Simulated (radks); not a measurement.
# Spin polarisation of the 4f shell in Pm²⁺

How much does Pm²⁺ gain by aligning the spins in its 4f shell? The moment is raised step by step from zero.

Method: non-relativistic Kohn-Sham, SCAN, spin-polarised, spherical densities, point nucleus. Code: radks (a radial shooting solver on a logarithmic mesh, Libxc functionals) version 1.

### 1 The system

| Item | Value |
| --- | --- |
| element | promethium (Z = 61) |
| charge | +2 |
| electrons | 59 |
| configuration | [Xe] 4f(up 2.5, down 2.5) |

A shell typed twice in an input gives spin up, then spin down.

### 2 No moment

The run's settings:

```text
Z 61
configuration [Xe] 4f2.5 4f2.5
relativity non-relativistic
functional scan,scan
spin polarised
nucleus point
```

### 3 moment 1 in 4f

The run's settings:

```text
Z 61
configuration [Xe] 4f3 4f2
relativity non-relativistic
functional scan,scan
spin polarised
nucleus point
```

### 4 moment 2 in 4f

The run's settings:

```text
Z 61
configuration [Xe] 4f3.5 4f1.5
relativity non-relativistic
functional scan,scan
spin polarised
nucleus point
```

### 5 moment 3 in 4f

The run's settings:

```text
Z 61
configuration [Xe] 4f4 4f1
relativity non-relativistic
functional scan,scan
spin polarised
nucleus point
```

### 6 moment 4 in 4f

The run's settings:

```text
Z 61
configuration [Xe] 4f4.5 4f0.5
relativity non-relativistic
functional scan,scan
spin polarised
nucleus point
```

### 7 moment 5 in 4f

The run's settings:

```text
Z 61
configuration [Xe] 4f5 4f0
relativity non-relativistic
functional scan,scan
spin polarised
nucleus point
```

Q: Predict the outcome of this session. Wanted: for each run, moment; E − E(0); ε(4f up); ε(4f down); splitting.

As calculated:

| moment (μB) | E − E(0) (eV) | ε(4f up) (eV) | ε(4f down) (eV) | splitting (eV) |
| --- | --- | --- | --- | --- |
| 0 | 0.000 | -17.427 | -17.427 | 0.000 |
| 1 | -0.246 | -17.904 | -16.906 | 0.998 |
| 2 | -0.976 | -18.335 | -16.342 | 1.993 |
| 3 | -2.222 | -18.717 | -15.736 | 2.981 |
| 4 | -3.960 | -19.045 | -15.087 | 3.958 |
| 5 | -6.180 | -19.313 | -14.395 | 4.919 |

In words: At a moment of 5 μB the energy has fallen by 6.18 eV and the 4f levels split by 4.92 eV, 0.984 eV per μB. The Stoner form E = −I m²/4 would give I = 0.989 eV. The energy falls at every step.
